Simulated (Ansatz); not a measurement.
**Al8As8 wurtzite off sphere (Al8As8H22): structure and electronic state**

What does Al8As8 wurtzite off sphere (Al8As8H22) look like as a singlet, and where do its frontier electrons sit?

Program: Ansatz 0.2.0, Gaussian basis. Level of theory: RKS PBE0-D4/def2-SVP. These are calculated values, not measurements.

The runs, in order: relaxation at PBE-D4/def2-SVP; a single point at PBE0-D4/def2-SVP.

**1. The system as given**

38 atoms, charge 0, spin multiplicity 1.

Atoms are counted from 1 here; the program's logs count them from 0.

Bond lengths: Al1–As2 2.538 Å, Al1–As3 2.485 Å, Al1–H17 1.557 Å, Al1–H18 1.566 Å, As2–Al5 2.504 Å, As2–H19 1.506 Å, As2–H20 1.507 Å, As3–Al4 2.504 Å, As3–Al11 2.509 Å, As3–H21 1.540 Å, Al4–As6 2.547 Å, Al4–As7 2.504 Å, Al4–H22 1.573 Å, Al5–As6 2.494 Å, Al5–As12 2.488 Å, Al5–H23 1.559 Å, As6–Al9 2.492 Å, As6–H24 1.530 Å and more. Angles: As2–Al1–As3 87.4°, As2–Al1–H17 110.0°, As2–Al1–H18 104.1°, As3–Al1–H17 116.9°, As3–Al1–H18 112.2°, H17–Al1–H18 120.2°, Al1–As2–Al5 133.0°, Al1–As2–H19 115.3°, Al1–As2–H20 107.4°, Al5–As2–H19 101.4°, Al5–As2–H20 100.5°, H19–As2–H20 90.2°, Al1–As3–Al4 121.7°, Al1–As3–Al11 111.7°, Al1–As3–H21 117.5°, Al4–As3–Al11 106.7°, Al4–As3–H21 99.7°, Al11–As3–H21 95.9° and more.

The start is a GFN2-xTB geometry.

**2. Relaxation at PBE-D4/def2-SVP**

File in.yaml:

```yaml
crystal:
  periodic: [false, false, false]
  atoms:
    - {symbol: Al, position_ang: [0.538420, -4.671370, -1.622240]}
    - {symbol: As, position_ang: [0.493210, -4.254310, 0.880780]}
    - {symbol: As, position_ang: [0.435730, -2.206140, -1.921290]}
    - {symbol: Al, position_ang: [-1.480540, -0.851930, -1.047350]}
    - {symbol: Al, position_ang: [0.647860, -2.176140, 2.269650]}
    - {symbol: As, position_ang: [-1.182460, -0.679900, 1.476680]}
    - {symbol: As, position_ang: [-1.691600, 1.486350, -1.918940]}
    - {symbol: Al, position_ang: [-3.773210, 2.808170, -1.616820]}
    - {symbol: Al, position_ang: [-1.557400, 1.650360, 2.275030]}
    - {symbol: As, position_ang: [-3.430210, 2.565260, 0.886300]}
    - {symbol: Al, position_ang: [2.535220, -1.086000, -1.125240]}
    - {symbol: As, position_ang: [2.441960, -0.724190, 1.341510]}
    - {symbol: As, position_ang: [2.199950, 1.271720, -1.986320]}
    - {symbol: Al, position_ang: [0.328970, 2.739670, -1.116600]}
    - {symbol: Al, position_ang: [2.852180, 1.641740, 2.056290]}
    - {symbol: As, position_ang: [0.597880, 2.472220, 1.346330]}
    - {symbol: H, position_ang: [-0.717760, -5.486680, -2.048550]}
    - {symbol: H, position_ang: [1.972870, -5.240400, -1.887970]}
    - {symbol: H, position_ang: [-0.532150, -5.048170, 1.647380]}
    - {symbol: H, position_ang: [1.596520, -5.076990, 1.494710]}
    - {symbol: H, position_ang: [0.502160, -1.661210, -3.359760]}
    - {symbol: H, position_ang: [-2.833800, -1.632250, -1.231350]}
    - {symbol: H, position_ang: [0.670590, -2.589170, 3.773190]}
    - {symbol: H, position_ang: [-2.497620, -1.438560, 1.667700]}
    - {symbol: H, position_ang: [-1.185960, 1.270940, -3.356570]}
    - {symbol: H, position_ang: [-5.109160, 2.125840, -2.036540]}
    - {symbol: H, position_ang: [-3.551250, 4.334870, -1.890030]}
    - {symbol: H, position_ang: [-1.903310, 1.874570, 3.778320]}
    - {symbol: H, position_ang: [-4.626420, 2.046510, 1.641220]}
    - {symbol: H, position_ang: [-3.616050, 3.922150, 1.516330]}
    - {symbol: H, position_ang: [3.902850, -1.667430, -1.593190]}
    - {symbol: H, position_ang: [3.740660, -1.481140, 1.582780]}
    - {symbol: H, position_ang: [2.785220, 1.610600, -3.336930]}
    - {symbol: H, position_ang: [3.342940, 1.928260, -1.269720]}
    - {symbol: H, position_ang: [0.512120, 4.216290, -1.585980]}
    - {symbol: H, position_ang: [3.042730, 1.749830, 3.603220]}
    - {symbol: H, position_ang: [3.954550, 2.279820, 1.126730]}
    - {symbol: H, position_ang: [0.594310, 3.976820, 1.587250]}
basis:
  gaussian: {orbitals: def2-SVP, fitting: {mean_field: def2-universal-jkfit}}
hamiltonian: {xc: pbe, dispersion: d4}
scf: {lower_state_search: "off"}
output: {orbitals: {seedname: orbitals}}
relax: {f_tol: 0.03, max_steps: 70}
```

Command:

```console
> ansatz run in.yaml --threads 2 --pin off --events-out ev --progress --plain --max-ram 20480MiB --backend cuda --devices 0, --max-vram 18GiB
```

Further steps of the session: Single point, PBE0-D4/def2-SVP.

**Question.** What will the summary of the whole plan be? Wanted: point group; commonest bond, hydrogen aside; HOMO, LUMO at PBE0-D4/def2-SVP; dipole at PBE-D4/def2-SVP.

The runs gave:

| quantity | value |
| --- | --- |
| point group | Cs |
| commonest bond, hydrogen aside | Al–As, 21 of mean length 2.506 Å |
| HOMO, LUMO at PBE0-D4/def2-SVP | -7.21, -1.58 eV |
| dipole at PBE-D4/def2-SVP | 0.17 D |

In words: The molecule keeps its bonding pattern by the stored test; the atoms moved 0.29 Å (rms), and the angle Al5–As6–Al9 went from 125° to 108°. No usable vibrations, so a minimum isn't proven. The HOMO lies nearest to As3, As7 about 16 % each and the LUMO to As6 12 %; As12, As16 about 9 % each. Whether this spin is the lowest isn't tested here. The point group is read from a loosely relaxed geometry; soft torsions can leave it below the true symmetry.
